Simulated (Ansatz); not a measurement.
# TaF3: the cost of one run

Program: Ansatz 0.2.0. Level of theory: DFT r²SCAN+U (U_eff = 1 eV on Ta d), plane waves, PAW, no spin–orbit coupling unless a run says so. These are calculated values, not measurements.

2 further runs of the same task are left out: 2 that didn't finish. Runs told in other sessions of the task aren't counted.

### 1 The structure to begin with

The structure is cubic, space group Pm-3m (No. 221). The conventional cell has a = 3.901 Å, b = 3.901 Å, c = 3.901 Å, α = 90.00°, β = 90.00°, γ = 90.00°. Ta (site symmetry m-3m) has 6 F at 1.95 Å in its first shell of neighbours. Around F (site symmetry 4/mmm) lie 2 Ta at 1.95 Å.

As a file:

```
Ta F
1.0
     3.90120    0.00000    3.90120
     0.00000    3.90120    3.90120
     0.00000    0.00000    7.80240
Ta F
2 6
Direct
  0.00000 0.00000 0.00000
  0.00000 0.00000 0.50000
  0.50000 0.00000 0.75000
  0.00000 0.50000 0.75000
  0.00000 0.00000 0.25000
  0.50000 0.00000 0.25000
  0.00000 0.50000 0.25000
  0.00000 0.00000 0.75000
```

An earlier series on this cell reached its lowest free state from «ferromagnetic start, free, natural orbitals of the symmetric run filled by rank», perhaps among other starts.

### 2 Ferrimagnetic site moments held

File input.yaml:

```yaml
crystal:
  lattice:
    - [3.90120059, 0.0, 3.90120059]
    - [0.0, 3.90120059, 3.90120059]
    - [0.0, 0.0, 7.80240118]
  atoms:
    - { symbol: Ta, position: [0.0, 0.0, 0.0], spin: 0.78 }
    - { symbol: F, position: [0.5, 0.0, 0.75] }
    - { symbol: F, position: [0.0, 0.5, 0.75] }
    - { symbol: F, position: [0.0, 0.0, 0.25] }
    - { symbol: Ta, position: [0.0, 0.0, 0.5], spin: -0.39 }
    - { symbol: F, position: [0.5, 0.0, 0.25] }
    - { symbol: F, position: [0.0, 0.5, 0.25] }
    - { symbol: F, position: [0.0, 0.0, 0.75] }
basis:
  ecutwfc: 500
  ecutrho_ratio: 4
kpoints:
  mp_grid: { grid: [5, 5, 5] }
hamiltonian:
  xc: r2scan
  hubbard:
    sites: [{ site: 0, l: d, u_eff: 1.0 }, { site: 4, l: d, u_eff: 1.0 }]
scf:
  occupations: { method: gaussian, width: 0.05 }
  lower_state_search: "off"
  max_iter: 150
output:
  forces: true
  stress: true
  eigenvalues: true
  populations: true
  hubbard: { sites: [{ site: 0, l: d }, { site: 4, l: d }] }
magnetization:
  spin_polarized: true
  spin_locking: { lock_spins: true }
```

The lock stays on to the end, so the result is a constrained state unless its moments die out.

Started as:

```sh
$ ansatz run input.yaml --threads 8 --pin off --max-ram 12288MiB --backend cpu --events-out ev --progress --plain --runs-dir out
```

**Question.** How long does this run take on 8 threads of Arm Neoverse V2, shared host, and how much memory does it need?

About 17 s, with a peak of 1.1 GiB.
